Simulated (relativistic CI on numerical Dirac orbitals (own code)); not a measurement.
# Pr⁺: one ion under different settings

Aim: see what numerical and physical settings do to the SCF, the total energy and the lowest levels of Pr⁺.

The numbers are computed with relativistic CI on numerical Dirac orbitals (own code) version 3 (Dirac-Coulomb-Breit CI, KLI orbitals optimised for each configuration, model QED (radiative potential, 1s self-energy scaled to tabulated hydrogen-like ionisation energies), numerical settings as typed), except any that are marked as measured or tabulated.

### 1 Starting point

- ion: Pr⁺ (Pr II)
- nuclear charge: 59
- electrons: 58
- isotope: A = 141

### 2 The usual input

Settings of the run:

```ini
atom Pr  Z=59  charge=1  electrons=58
nucleus A=141  rms_radius_fm=4.8919
hamiltonian dirac-coulomb  breit=on  qed=on  c_scale=1
orbitals kli  potential=per-configuration
slater_scale 1
correlation none
mixing on
grid step=0.0125 r_max=129.7
scf mixing=0.4 start=green max_iterations=150 tolerance=2e-08 node_fill=0.05
configurations
  [Xe] 4f3 6s
end
```

Launch:

```bash
python run_levels.py task.json out
```

The settings of every run stand in task.json; they run in order.

### 3 QED terms off, speed-of-light factor 10, Slater scale 0.5

Settings: those of step 2 with these lines changed.

```diff
@@ -2,5 +2,5 @@
 nucleus A=141  rms_radius_fm=4.8919
-hamiltonian dirac-coulomb  breit=on  qed=on  c_scale=1
+hamiltonian dirac-coulomb  breit=on  qed=off  c_scale=10
 orbitals kli  potential=per-configuration
-slater_scale 1
+slater_scale 0.5
 correlation none
```

### 4 Speed-of-light factor 1.25

Settings: those of step 3 with these lines changed.

```diff
@@ -2,5 +2,5 @@
 nucleus A=141  rms_radius_fm=4.8919
-hamiltonian dirac-coulomb  breit=on  qed=off  c_scale=10
+hamiltonian dirac-coulomb  breit=on  qed=on  c_scale=1.25
 orbitals kli  potential=per-configuration
-slater_scale 0.5
+slater_scale 1
 correlation none
```

### 5 Node fill 0.01

Settings of the run:

```ini
atom Pr  Z=59  charge=1  electrons=58
nucleus A=141  rms_radius_fm=4.8919
hamiltonian dirac-coulomb  breit=on  qed=on  c_scale=1
orbitals kli  potential=per-configuration
slater_scale 1
correlation none
mixing on
grid step=0.0125 r_max=129.7
scf mixing=0.4 start=green max_iterations=150 tolerance=2e-08 node_fill=0.01
configurations
  [Xe] 4f3 6s
end
```

### 6 Potential mixing 0.7, Slater scale 0.5

Settings of the run:

```ini
atom Pr  Z=59  charge=1  electrons=58
nucleus A=141  rms_radius_fm=4.8919
hamiltonian dirac-coulomb  breit=on  qed=on  c_scale=1
orbitals kli  potential=per-configuration
slater_scale 0.5
correlation none
mixing on
grid step=0.0125 r_max=129.7
scf mixing=0.7 start=green max_iterations=150 tolerance=2e-08 node_fill=0.05
configurations
  [Xe] 4f3 6s
end
```

### 7 Grid step 0.08

Settings of the run:

```ini
atom Pr  Z=59  charge=1  electrons=58
nucleus A=141  rms_radius_fm=4.8919
hamiltonian dirac-coulomb  breit=on  qed=on  c_scale=1
orbitals kli  potential=per-configuration
slater_scale 1
correlation none
mixing on
grid step=0.08 r_max=129.7
scf mixing=0.4 start=green max_iterations=73 tolerance=2e-08 node_fill=0.05
configurations
  [Xe] 4f3 6s
end
```

(Steps that only read results are left out.)

What does the calculation give? Wanted: lowest level, usual settings; total energy; first excitation.

As calculated:

| setting | total energy less usual (Ha) | largest shift of a level among the lowest eight of both runs, same label and place (cm⁻¹) | SCF iterations | time | lowest level | kind of change |
| --- | --- | --- | --- | --- | --- | --- |
| usual | 0 | 0 | 14 | 0.23 s | 4f3 6s 5I°4 | - |
| QED terms off, speed-of-light factor 10, Slater scale 0.5 | 301 | 5460 | 13 | 0.16 s | 4f3 6s 5I°4 | unphysical constant |
| speed-of-light factor 1.25 | 117 | 1690 | 14 | 0.23 s | 4f3 6s 5I°4 | unphysical constant |
| node fill 0.01 | 0.00313 | 175 | 16 | 0.24 s | 4f3 6s 5I°4 | numerical |
| potential mixing 0.7, Slater scale 0.5 | 0.0505 | 988 | 26 | 0.31 s | 4f3 6s 5I°4 | model term |
| grid step 0.08 | 0.00196 | 3.19 | 16 | 0.066 s | 4f3 6s 5I°4 | unsound |

| quantity | value |
| --- | --- |
| lowest level, usual settings | 4f3 6s 5I°4 |
| total energy | -9224.9965 Ha |
| first excitation | 667.7 cm⁻¹ |

What this shows: Among the runs whose levels can be followed, they move most under «QED terms off, speed-of-light factor 10, Slater scale 0.5» (unphysical constant), by up to 5460 cm⁻¹. «Potential mixing 0.7, Slater scale 0.5» costs 26 SCF iterations against 14. Only the listed configurations are in the model. In a near-neutral ion this small CI can misplace whole configurations by 10,000 cm⁻¹ or more, above all where the count of f electrons changes.
